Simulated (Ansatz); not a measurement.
# Si3N4 (Si3N4): the cost of one run

Computed with Ansatz 0.2.0 (DFT PBE, scalar-relativistic, plane waves, PAW, unless a step's input says otherwise).

A COD entry behind a cell of this session may itself be a prediction, so a difference from it is no test against experiment.

## Step 1: The structure to begin with

It takes space group Fd-3m (No. 227, cubic). The conventional cell has a = 7.676 Å, b = 7.676 Å, c = 7.676 Å, α = 90.00°, β = 90.00°, γ = 90.00°. Si (site symmetry -3m) has 6 N at 1.86 Å as nearest neighbours. Around Si (site symmetry -43m) lie 4 N at 1.76 Å. N (site symmetry 3m) is surrounded by 4 Si at 1.76 to 1.86 Å.

Coordinates:

```
CELL_PARAMETERS angstrom
0.00000 3.83825 3.83825
3.83825 0.00000 3.83825
3.83825 3.83825 0.00000
ATOMIC_POSITIONS crystal
Si 0.62500 0.62500 0.62500
Si 0.12500 0.62500 0.62500
Si 0.62500 0.62500 0.12500
Si 0.62500 0.12500 0.62500
Si 0.00000 0.00000 0.00000
Si 0.25000 0.25000 0.25000
N 0.38240 0.38240 0.38240
N 0.39720 0.86760 0.86760
N 0.38240 0.38240 0.85280
N 0.86760 0.39720 0.86760
N 0.85280 0.38240 0.38240
N 0.86760 0.86760 0.86760
N 0.38240 0.85280 0.38240
N 0.86760 0.86760 0.39720
```

The structure rests on an entry of the Crystallography Open Database; cell or positions may have been set otherwise for this series.

## Step 2: Relaxing cell and atoms: Si3N4 (Si3N4), no spin

The input, input.yaml:

```yaml
crystal:
  lattice:
    - [0.0, 3.83825, 3.83825]
    - [3.83825, 0.0, 3.83825]
    - [3.83825, 3.83825, 0.0]
  atoms:
    - { symbol: Si, position: [0.625, 0.625, 0.625] }
    - { symbol: Si, position: [0.125, 0.625, 0.625] }
    - { symbol: Si, position: [0.625, 0.625, 0.125] }
    - { symbol: Si, position: [0.625, 0.125, 0.625] }
    - { symbol: Si, position: [0.0, 0.0, 0.0] }
    - { symbol: Si, position: [0.25, 0.25, 0.25] }
    - { symbol: "N", position: [0.3824, 0.3824, 0.3824] }
    - { symbol: "N", position: [0.3972, 0.8676, 0.8676] }
    - { symbol: "N", position: [0.3824, 0.3824, 0.8528] }
    - { symbol: "N", position: [0.8676, 0.3972, 0.8676] }
    - { symbol: "N", position: [0.8528, 0.3824, 0.3824] }
    - { symbol: "N", position: [0.8676, 0.8676, 0.8676] }
    - { symbol: "N", position: [0.3824, 0.8528, 0.3824] }
    - { symbol: "N", position: [0.8676, 0.8676, 0.3972] }
scf:
  occupations: { method: fixed }
output:
  forces: true
  stress: true
  eigenvalues: true
  write_density: true
  write_potential: true
  elf: true
  volumetric_format: npy
hamiltonian:
  xc: pbe
kpoints:
  mp_grid: { grid: [6, 6, 6] }
basis:
  ecutwfc: 600
relax:
  f_tol: 0.002
  max_steps: 60
  cell: { stress_tol: 0.02 }
```

On the command line:

```sh
$ ansatz run input.yaml --threads 4 --pin off --max-ram 10240MiB --backend cpu --events-out ev --progress --plain --runs-dir out
```

**Question.** How long does this run take on 4 threads of Intel Xeon Platinum 8259CL at 2.50GHz (Skylake/Cascade Lake), shared host, and how much memory does it need?

About 13 s, with a peak of 0.69 GiB.
